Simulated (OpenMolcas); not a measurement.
**Tc⁵⁺ among point charges: CASSCF and CASPT2 levels and susceptibility**

Aim: the splitting of the states of Tc⁵⁺ in the field of 2 point charges, its lowest levels with spin-orbit coupling and its magnetic susceptibility.

Program: OpenMolcas 26.06. Level of theory: state-averaged CASSCF and CASPT2, spin-orbit coupling by RASSI with atomic mean-field integrals. These are calculated values, not measurements, unless marked.

## 1. The system

```
Species                           : Tc⁵⁺ (technetium, Z = 43, 38 electrons)
Basis                             : ANO-RCC-VDZP [6s5p3d1f], 43 functions
Scalar Hamiltonian                : DKH2, point nucleus
Inactive shells                   : 1s 2s 2p 3s 3p 3d 4s 4p
Active space                      : 2 electrons in 5 orbitals (4d)
Some configurations of this space : 4d²
Orbitals                          : optimised for each spin and parity, averaged over all roots
```

Outer shells as boxes (Hund's rule):

4d2
```
4d [↑ ][↑ ][  ][  ][  ]
```

The ion sits among 2 point charges of -2.5 e arranged as a linear pair (D∞h), 1.81 Å from the ion.

Each step is its own input file, run in one work folder so that later steps find the files of earlier ones. Labels, J, g values, rates, χT and fits are worked out afterwards by a script from the matrices that RASSI stores. The input lists half of the charges; inversion (Group=XYZ) makes the rest.

## 2. GATEWAY and SEWARD: basis and integrals

a.inp

```
&GATEWAY
Coord
1

Tc 0.0 0.0 0.0
Basis=ANO-RCC-VDZP
Group=XYZ
NoMove
AngMom=0.0 0.0 0.0
AMFI
XField
1 Angstrom 0
0.000000 0.000000 1.810000 -2.500000
&SEWARD
```

On the command line:

```
$ OMP_NUM_THREADS=1 MOLCAS_MEM=1689 MOLCAS_PROJECT=a pymolcas a.inp > a.log
```

## 3. Reference wave functions, triplets of even parity, 10 roots

a.inp

```
&RASSCF
FileOrb=start.orb
Symmetry=1
Spin=3
nActEl=2 0 0
Inactive=9 9
Ras2=5 0
CIRoot=10 10 1
SDav=10
CIMx=300
Iter=120 100
PrWF=0.3
OrbListing=Nothing
MaxOrb=0
>>> COPY $Project.JobIph JOB001
```

start.orb holds the contracted functions of the basis, ordered by shell, or the orbitals of the step before.

## 4. CASSCF: singlets of even parity, 15 roots

a.inp

```
&RASSCF
FileOrb=start.orb
Symmetry=1
Spin=1
nActEl=2 0 0
Inactive=9 9
Ras2=5 0
CIRoot=15 15 1
SDav=15
CIMx=300
Iter=120 100
PrWF=0.3
OrbListing=Nothing
MaxOrb=0
>>> COPY $Project.JobIph JOB002
```

## 5. State interaction with spin-orbit coupling

a.inp

```
&RASSI
NrOfJobIphs=2 10 15
1 2 3 4 5 6 7 8 9 10
1 2 3 4 5 6 7 8 9 10 11 12 13 14 15
IphNames
JOB001
JOB002
EJob
SpinOrbit
DIPRint=1.0
SOCoupling=1000.0
Subsets=2
Property=9
'ANGMOM' 1 'ANGMOM' 2 'ANGMOM' 3 'MLTPL  1' 1 'MLTPL  1' 2 'MLTPL  1' 3
'AMFI' 1 'AMFI' 2 'AMFI' 3
SOProperty=3
'ANGMOM' 1 'ANGMOM' 2 'ANGMOM' 3
```

## 6. CASPT2: IPEA 0.25, imaginary shift 0.1 (closed shells correlated: 4s 4p)

a.inp

```
>>> COPY JOB001 $Project.JobIph
&CASPT2
Multistate=10 1 2 3 4 5 6 7 8 9 10
NoMult
Frozen=8 6
IPEA=0.25
Imaginary=0.1
MaxIter=60
WThr=0.0 0.3 0.05
PrWF=0.5
NoMix
>>> COPY JOB002 $Project.JobIph
&CASPT2
Multistate=15 1 2 3 4 5 6 7 8 9 10 11 12 13 14 15
NoMult
Frozen=8 6
IPEA=0.25
Imaginary=0.1
MaxIter=60
WThr=0.0 0.3 0.05
PrWF=0.5
NoMix
```

(Steps that only read results are left out.)

Q: Predict the outcome of this session. Wanted: spin-free ground state; first state of the same spin within the active space; lowest level; next level.

The runs gave:

| quantity | value |
| --- | --- |
| method | SS-CASPT2, IPEA 0.25, imaginary shift 0.1 (closed shells correlated: 4s 4p) |
| spin-free ground state | 3Sigma, 1-fold in its orbital part |
| first state of the same spin within the active space | 3Phi at 10800 cm⁻¹ |
| lowest level | 1-fold |
| next level | 528.6 cm⁻¹ |
| χT at 300 K | 0.56 cm³ K/mol |
| effective moment at 300 K | 2.12 μB |

Cost by method:

```
                                              method  time of its own steps  time with the reference
                                           A. CASSCF                    5 s                      5 s
B. SS-CASPT2, IPEA 0.25, imaginary shift 0.1, +4s 4p                    2 s                      7 s
```

Times are of one thread on a shared host.

What this shows: The spin-free ground state (3Sigma) comes to 64 % from free-ion P terms and keeps the highest spin of the shell. χT at 300 K is 0.56, against 1.00 cm³ K/mol for the spin alone, so spin-orbit coupling lowers it. The field of point charges can differ much from that of real complexes. This is an electrostatic model: the charges have no orbitals.
